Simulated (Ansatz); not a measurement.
**EuTe2 (Fm-3m, relaxed from a CdCl2 start): equation of state**

Aim: the bulk modulus of EuTe2 (Fm-3m, relaxed from a CdCl2 start) from energies at several volumes around the relaxed one, with shape and atoms relaxed at each. The start comes from a prototype table, not from a measured structure.

Program: Ansatz 0.2.0. Level of theory: DFT PBE+U (U_eff = 6 eV on Eu 4f), scalar-relativistic, plane waves, PAW. These are calculated values, not measurements.

### Step 1. The system as given

Symmetry: R-3m, No. 166, trigonal system. The conventional cell has a = 5.422 Å, b = 5.422 Å, c = 13.259 Å, α = 90.00°, β = 90.00°, γ = 120.00°. Around Eu (site symmetry -3m) lie 8 Te at 3.31 to 3.32 Å. Te (site symmetry 3m) is surrounded by 4 Eu at 3.31 to 3.32 Å.

Structure file:

```cif
data_structure
_symmetry_space_group_name_H-M 'R-3m:H'
_symmetry_Int_Tables_number 166
_cell_length_a 5.4224
_cell_length_b 5.4224
_cell_length_c 13.2588
_cell_angle_alpha 90.000
_cell_angle_beta 90.000
_cell_angle_gamma 120.000
_cell_volume 337.61
loop_
_atom_site_label
_atom_site_type_symbol
_atom_site_symmetry_multiplicity
_atom_site_Wyckoff_symbol
_atom_site_fract_x
_atom_site_fract_y
_atom_site_fract_z
_atom_site_occupancy
Eu1 Eu 3 a 0.00000 0.00000 0.00000 1
Te1 Te 6 c 0.33333 0.66667 0.91658 1
```

This cell comes from an earlier session at PBE+U (U_eff = 6 eV on Eu 4f): 37.512 Å³/atom at 0.00 GPa, on a 8×8×8 mesh.

Volume factors to run: 0.980, 1.020, 0.960, 1.040, 1.070, 1.100, 0.945.

### Step 2. Volume × 0.980

Input file input.yaml:

```yaml
crystal:
  lattice:
    - [2.6929819001, 1.5547938249, 4.3899439793]
    - [-2.6929819001, 1.5547938249, 4.3899439793]
    - [0.0, -3.1095876499, 4.3899439793]
  atoms:
    - { symbol: Eu, position: [0.0, 0.0, 0.0], spin: 7.62 }
    - { symbol: Te, position: [0.2499171022, 0.2499171022, 0.2499171022] }
    - { symbol: Te, position: [0.7500828978, 0.7500828978, 0.7500828978] }
basis:
  ecutwfc: 420
  ecutrho_ratio: 4
kpoints:
  mp_grid: { grid: [8, 8, 8] }
hamiltonian:
  xc: pbe
  hubbard:
    sites:
      - { species: Eu, l: f, u_eff: 6.0, starting_ns: start.occupation_matrices }
    ns_hold: { iters: 6 }
scf:
  occupations: { method: gaussian, width: 0.05 }
  lower_state_search: "off"
output:
  forces: true
  stress: true
  eigenvalues: true
  populations: true
magnetization:
  spin_polarized: true
relax:
  f_tol: 0.01
  max_steps: 40
  cell: { stress_tol: 0.1, fix: [volume] }
```

start.occupation_matrices holds the open shells' occupation matrices from the neighbouring geometry.

The run is started by

```sh
> ansatz run input.yaml --threads 2 --pin off --max-ram 2662MiB --backend cpu --events-out ev --progress --plain --runs-dir out
```

After this run come: Volume × 1.020; Volume × 0.960; Volume × 1.040; At 1.070 of the relaxed volume; Scaling the volume by 1.100; Volume × 0.945.

Q: Predict the outcome of this session. Wanted: V0; B0; B0′; scatter of the fit.

As calculated:

| quantity | value |
| --- | --- |
| V0 | 37.499 Å³/atom |
| B0 | 30 GPa |
| B0′ | 4.6 |
| scatter of the fit | 0.002 meV/atom |

In words: The fitted minimum lies at 37.50 Å³/atom, and the bulk modulus is 30 GPa, which is soft. One per cent of compression takes about 0.30 GPa. These are values at 0 K without zero-point motion. Open d and f shells can converge to several self-consistent states; these numbers belong to the ones reached here. Spin–orbit coupling is left out, though the cell holds Eu; it can open a gap where p bands cross. Spin–orbit coupling is left out, though the cell holds Eu; it splits the 4f levels.
